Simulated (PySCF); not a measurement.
# C₄H₉B: electronic excitations and core binding energies

Wanted: the electronic excitations and core binding energies of C₄H₉B (`B/C=C/CC`), by calculation.

Programs: PySCF 2.14.0, with density-fitted response routines of our own. Each step states its level of theory. These are calculated values for one molecule in the gas phase, unless marked as measured. Atoms are numbered from 0 throughout.

## (1) The starting structure

14 atoms, charge 0, multiplicity 1; geometry from: GFN2-xTB.

Bonds of the start (Å): B0–C1 1.54, C1–C2 1.34, C2–C3 1.49, C3–C4 1.53, B0–H5 1.17, B0–H6 1.17, C1–H7 1.09, C2–H8 1.08, C3–H9 1.09, C3–H10 1.10, C4–H11 1.09, C4–H12 1.09, C4–H13 1.09.

## (2) Excited states and response: B3LYP/def2-SVPD

What the job is given:

```
{"job": {"kind": "uv", "xc": "B3LYP", "basis": "def2-SVPD", "nstates": 8, "ntriplets": 3}, "charge": 0, "multiplicity": 1}
B      2.759139     0.391340    -0.023180
C      1.365740     0.046176    -0.567635
C      0.317607    -0.261801     0.207183
C     -1.050082    -0.607007    -0.278119
C     -2.112785     0.278213     0.373626
H      3.635217     0.646405    -0.755542
H      2.946606     0.399615     1.132375
H      1.188766     0.039802    -1.639736
H      0.434215    -0.267621     1.284494
H     -1.099130    -0.511088    -1.365028
H     -1.257702    -1.651178    -0.020734
H     -1.935309     1.322902     0.128576
H     -2.089070     0.171073     1.455829
H     -3.103890     0.002696     0.020834
```

Method: TDDFT B3LYP/def2-SVPD, vertical, gas phase, core orbitals frozen in the response.

Run with:

```sh
OMP_NUM_THREADS=1 python probes_run.py task.json out
```

This one command runs all jobs of the session in turn.

Standard output:

```text
coarse grid: 11016 points
cycle   1  E = -182.4550869258  dE =  2.096e-01  |g| = 3.984e-01  |ddm| = 6.594e+00
cycle   2  E = -182.4417391403  dE =  1.335e-02  |g| = 4.647e-01  |ddm| = 1.581e+00
cycle   3  E = -182.5010738677  dE = -5.933e-02  |g| = 7.622e-02  |ddm| = 7.037e-01
cycle   4  E = -182.5022100332  dE = -1.136e-03  |g| = 3.877e-02  |ddm| = 1.596e-01
cycle   5  E = -182.5026146590  dE = -4.046e-04  |g| = 7.274e-03  |ddm| = 6.922e-02
cycle   6  E = -182.5026322415  dE = -1.758e-05  |g| = 1.271e-03  |ddm| = 2.142e-02
cycle   7  E = -182.5026327216  dE = -4.801e-07  |g| = 2.404e-04  |ddm| = 3.867e-03
final grid: 104392 points
cycle   8  E = -182.5405643947  dE = -4.067e-05  |g| = 5.126e-03  |ddm| = 1.487e-01
cycle   9  E = -182.5405610196  dE =  3.375e-06  |g| = 6.210e-03  |ddm| = 2.006e-02
cycle  10  E = -182.5405716109  dE = -1.059e-05  |g| = 7.761e-04  |ddm| = 9.460e-03
cycle  11  E = -182.5405717733  dE = -1.624e-07  |g| = 2.740e-04  |ddm| = 1.621e-03
cycle  12  E = -182.5405717923  dE = -1.902e-08  |g| = 5.578e-05  |ddm| = 4.292e-04
cycle  13  E = -182.5405717932  dE = -8.953e-10  |g| = 7.798e-06  |ddm| = 1.759e-04
converged SCF energy = -182.5405717932

Static polarisability (au): isotropic 68.431, principal 50.796 59.299 95.198

Singlet excitations
state   eV       nm        f      main configurations
  1   5.3499    231.8   0.00324   H-1->L 0.98
  2   5.4577    227.2   0.00842   H-2->L 0.97
  3   5.5740    222.4   0.43082   H->L 0.95
  4   6.7095    184.8   0.00300   H-3->L 0.93
  5   7.3877    167.8   0.02385   H->L+1 0.84, H-4->L 0.10
  6   7.4056    167.4   0.00601   H-4->L 0.80, H->L+1 0.11
  7   7.6681    161.7   0.00298   H-5->L 0.78, H-6->L 0.12
  8   7.8383    158.2   0.00006   H->L+4 0.80, H->L+3 0.16

Triplet excitations (Tamm-Dancoff, eV): 3.5800 4.9207 4.9618
```

It took 30 s on 1 thread of Arm Neoverse N1, shared host; peak memory 0.71 GiB.

The orbitals next to the gap, with their largest atomic shares:

```
orbital     eV                      atoms
 HOMO−3  -9.76  C3 26 %, C4 19 %, H9 16 %
 HOMO−2  -8.87  B0 39 %, H5 25 %, H6 14 %
 HOMO−1  -8.76  C1 27 %, B0 25 %, H6 11 %
   HOMO  -7.74  C1 38 %, C2 30 %, B0 10 %
   LUMO  -2.01  B0 36 %, C2 24 %, C1 17 %
 LUMO+1   0.49  C4 22 %, B0 14 %, C3 13 %
 LUMO+2   0.94   B0 41 %, C1 16 %, C2 8 %
```

With each of the 8 states as a Gaussian band of 0.4 eV half-width at 1/e, the curve within the window shown has maxima at 222 nm (ε 18,000), 167 nm (ε 1,300) L/(mol cm). Beyond the last state computed it falls off for lack of states. The curve at chosen wavelengths:

| nm | ε (L/mol/cm) |
| --- | --- |
| 152 | 69 |
| 156 | 278 |
| 161 | 830 |
| 165 | 1229 |
| 169 | 1241 |
| 174 | 803 |
| 178 | 451 |
| 182 | 254 |
| 187 | 164 |
| 191 | 198 |
| 195 | 475 |
| 200 | 1683 |
| 204 | 3858 |
| 208 | 7272 |
| 212 | 11424 |
| 217 | 15977 |
| 221 | 17751 |
| 225 | 17337 |
| 230 | 14330 |
| 234 | 10975 |
| 238 | 7681 |
| 243 | 4394 |
| 247 | 2596 |
| 251 | 1441 |
| 256 | 639 |
| 260 | 316 |

Further results of this job:

```csv
property,computed
dipole moment (D),2.12
polarisability (Å³),10.14
HOMO–LUMO gap (eV),5.73
−ε(HOMO) (eV),7.74
```

## (3) X-ray photoelectron lines: SCAN, X2C

The job, as its differences from that of step 2:

```diff
@@ -1,2 +1,2 @@
-{"job": {"kind": "uv", "xc": "B3LYP", "basis": "def2-SVPD", "nstates": 8, "ntriplets": 3}, "charge": 0, "multiplicity": 1}
+{"job": {"kind": "xps"}, "charge": 0, "multiplicity": 1}
 B      2.759139     0.391340    -0.023180
```

Level: delta-SCF UKS SCAN, pcX-2 on the ionised atom, pcseg-1 elsewhere, spin-free X2C.

Standard output:

```text
ground state, core basis on atom 0 (B), 146 functions
  cycle   1  E = -182.52045965  |g| = 4.73e-01
  cycle   2  E = -182.48598653  |g| = 5.82e-01
  cycle   3  E = -182.58425620  |g| = 1.12e-01
  cycle   4  E = -182.58704017  |g| = 5.24e-02
  cycle   5  E = -182.58783899  |g| = 1.17e-02
  cycle   6  E = -182.58787998  |g| = 3.12e-03
  cycle   7  E = -182.58788322  |g| = 9.27e-04
  cycle   8  E = -182.58788300  |g| = 3.97e-04
  E(ground) = -182.59655514 Eh
hole in B 1s of atom 0
  cycle   1  E = -175.00104800  |g| = 1.15e+00
  cycle   2  E = -173.05577901  |g| = 1.87e+00
  cycle   3  E = -175.16274288  |g| = 5.83e-01
  cycle   4  E = -175.36170122  |g| = 3.19e-01
  cycle   5  E = -175.41410139  |g| = 1.19e-01
  cycle   6  E = -175.41951997  |g| = 7.79e-02
  cycle   7  E = -175.42337058  |g| = 2.03e-02
  cycle   8  E = -175.42392343  |g| = 2.25e-02
  cycle   9  E = -175.42444346  |g| = 1.69e-02
  cycle  10  E = -175.42493758  |g| = 1.34e-02
  cycle  11  E = -175.42512366  |g| = 3.87e-03
  cycle  12  E = -175.42513437  |g| = 1.19e-03
  cycle  13  E = -175.42513608  |g| = 5.23e-04
  cycle  14  E = -175.42513658  |g| = 2.79e-04
  E(ion) = -175.43368788 Eh   <S^2> = 1.0107   hole on atom = 1.000   binding energy = 194.912 eV
ground state, core basis on atom 1 (C), 146 functions
  cycle   1  E = -182.59686744  |g| = 5.83e-02
  cycle   2  E = -182.59644219  |g| = 4.34e-02
  cycle   3  E = -182.59635881  |g| = 4.61e-02
  cycle   4  E = -182.59697582  |g| = 3.01e-03
  cycle   5  E = -182.59697860  |g| = 4.82e-04
  E(ground) = -182.60471292 Eh
hole in C 1s of atom 1
  cycle   1  E = -171.37350217  |g| = 1.51e+00
  cycle   2  E = -170.55682250  |g| = 1.88e+00
  cycle   3  E = -171.86869840  |g| = 4.12e-01
  cycle   4  E = -171.92779175  |g| = 2.06e-01
  cycle   5  E = -171.95014526  |g| = 5.24e-02
  cycle   6  E = -171.95145696  |g| = 7.56e-03
  cycle   7  E = -171.95149342  |g| = 6.15e-03
  cycle   8  E = -171.95151614  |g| = 2.55e-03
  cycle   9  E = -171.95152347  |g| = 1.53e-03
  cycle  10  E = -171.95152621  |g| = 4.19e-04
  E(ion) = -171.95843888 Eh   <S^2> = 0.7794   hole on atom = 1.000   binding energy = 289.700 eV
ground state, core basis on atom 2 (C), 146 functions
  cycle   1  E = -182.59733625  |g| = 6.11e-02
  cycle   2  E = -182.59678088  |g| = 5.19e-02
  cycle   3  E = -182.59698770  |g| = 4.29e-02
  cycle   4  E = -182.59749297  |g| = 8.26e-03
  cycle   5  E = -182.59751369  |g| = 6.06e-04
  cycle   6  E = -182.59751353  |g| = 1.72e-04
  E(ground) = -182.60511888 Eh
hole in C 1s of atom 2
  cycle   1  E = -171.32607079  |g| = 1.51e+00
  cycle   2  E = -170.05089431  |g| = 2.07e+00
  cycle   3  E = -171.76347747  |g| = 5.11e-01
  cycle   4  E = -171.86856280  |g| = 2.73e-01
  cycle   5  E = -171.89706446  |g| = 1.54e-01
  cycle   6  E = -171.91078200  |g| = 3.21e-02
  cycle   7  E = -171.91158481  |g| = 1.32e-02
  cycle   8  E = -171.91189401  |g| = 9.30e-03
  cycle   9  E = -171.91215160  |g| = 7.35e-03
  cycle  10  E = -171.91232763  |g| = 5.37e-03
  cycle  11  E = -171.91244942  |g| = 2.54e-03
  cycle  12  E = -171.91246846  |g| = 1.33e-03
  cycle  13  E = -171.91247132  |g| = 7.24e-04
  cycle  14  E = -171.91247175  |g| = 3.66e-04
  E(ion) = -171.91925066 Eh   <S^2> = 0.8658   hole on atom = 1.000   binding energy = 290.777 eV
ground state, core basis on atom 3 (C), 146 functions
  cycle   1  E = -182.59654813  |g| = 5.94e-02
  cycle   2  E = -182.59624753  |g| = 3.88e-02
  cycle   3  E = -182.59614351  |g| = 4.22e-02
  cycle   4  E = -182.59665469  |g| = 8.34e-03
  cycle   5  E = -182.59667167  |g| = 4.68e-04
  E(ground) = -182.60422546 Eh
hole in C 1s of atom 3
  cycle   1  E = -171.34064818  |g| = 1.51e+00
  cycle   2  E = -170.48926898  |g| = 1.93e+00
  cycle   3  E = -171.78277511  |g| = 4.84e-01
  cycle   4  E = -171.79924120  |g| = 4.31e-01
  cycle   5  E = -171.90558494  |g| = 6.03e-02
  cycle   6  E = -171.90698121  |g| = 1.90e-02
  cycle   7  E = -171.90717505  |g| = 7.37e-03
  cycle   8  E = -171.90720969  |g| = 2.39e-03
  cycle   9  E = -171.90721635  |g| = 1.33e-03
  cycle  10  E = -171.90722052  |g| = 8.40e-04
  cycle  11  E = -171.90722263  |g| = 6.62e-04
  cycle  12  E = -171.90722414  |g| = 5.50e-04
  cycle  13  E = -171.90722738  |g| = 4.02e-04
  E(ion) = -171.91382571 Eh   <S^2> = 0.7696   hole on atom = 1.000   binding energy = 290.901 eV
ground state, core basis on atom 4 (C), 146 functions
  cycle   1  E = -182.59606269  |g| = 5.79e-02
  cycle   2  E = -182.59601424  |g| = 2.26e-02
  cycle   3  E = -182.59603460  |g| = 2.04e-02
  cycle   4  E = -182.59613473  |g| = 3.74e-03
  cycle   5  E = -182.59613912  |g| = 2.60e-04
  E(ground) = -182.60344044 Eh
hole in C 1s of atom 4
  cycle   1  E = -171.35209618  |g| = 1.50e+00
  cycle   2  E = -170.74826931  |g| = 1.76e+00
  cycle   3  E = -171.84719114  |g| = 3.71e-01
  cycle   4  E = -171.85324584  |g| = 3.15e-01
  cycle   5  E = -171.90915363  |g| = 7.13e-02
  cycle   6  E = -171.91162241  |g| = 2.51e-02
  cycle   7  E = -171.91196453  |g| = 5.84e-03
  cycle   8  E = -171.91198897  |g| = 1.98e-03
  cycle   9  E = -171.91199436  |g| = 1.19e-03
  cycle  10  E = -171.91199792  |g| = 9.27e-04
  cycle  11  E = -171.91200156  |g| = 8.24e-04
  cycle  12  E = -171.91200510  |g| = 7.62e-04
  cycle  13  E = -171.91201257  |g| = 6.49e-04
  cycle  14  E = -171.91202191  |g| = 7.01e-04
  cycle  15  E = -171.91202098  |g| = 3.51e-04
  E(ion) = -171.91861447 Eh   <S^2> = 0.7712   hole on atom = 1.000   binding energy = 290.749 eV
```

Wall time 88 s (1 thread of Arm Neoverse N1, shared host); peak memory 0.45 GiB.

Binding energies by hole, beside the orbital energy of the ground state; the difference holds orbital relaxation and, for a density functional, its self-interaction error:

```
     hole  stands for             environment          ΔSCF (eV)  −ε (eV)   ⟨S²⟩
B1s on B0          B0  boron bonded to C, 2 H  194.91 (doubtful)    179.5  1.011
C1s on C1          C1               alkene CH             289.70    273.1  0.779
C1s on C2          C2               alkene CH  290.78 (doubtful)    274.4  0.866
C1s on C3          C3         allylic sp3 CH2             290.90    273.9  0.770
C1s on C4          C4           methyl carbon             290.75    273.6  0.771
```

Doubtful: the ion did not converge, its hole moved, or its ⟨S²⟩ is well above 0.75.

## (4) Results

| quantity | value |
| --- | --- |
| lowest singlet (B3LYP/def2-SVPD) | 5.35 eV (232 nm), f = 0.003 |
| brightest single state of those computed | state 3, 5.57 eV, f = 0.431 |
| lowest triplet | 3.58 eV |
| C1s binding energies, SCAN/pcX-2 (standing for 3 of 4 atoms) | C3 290.90, C4 290.75, C1 289.70 eV |

What this shows: The first singlet state (HOMO−1→LUMO 0.98) lies at 5.35 eV and is weak; of the 8 states computed, the strongest absorption comes from state 3 at 5.57 eV. The lowest triplet lies 1.77 eV below the lowest singlet (triplets in Tamm-Dancoff, singlets in full TDDFT). C3 (allylic sp3 CH2) binds its C1s electron 1.20 eV more tightly than C1 (alkene CH). Only 3 of the 4 C atoms are covered by sound results.
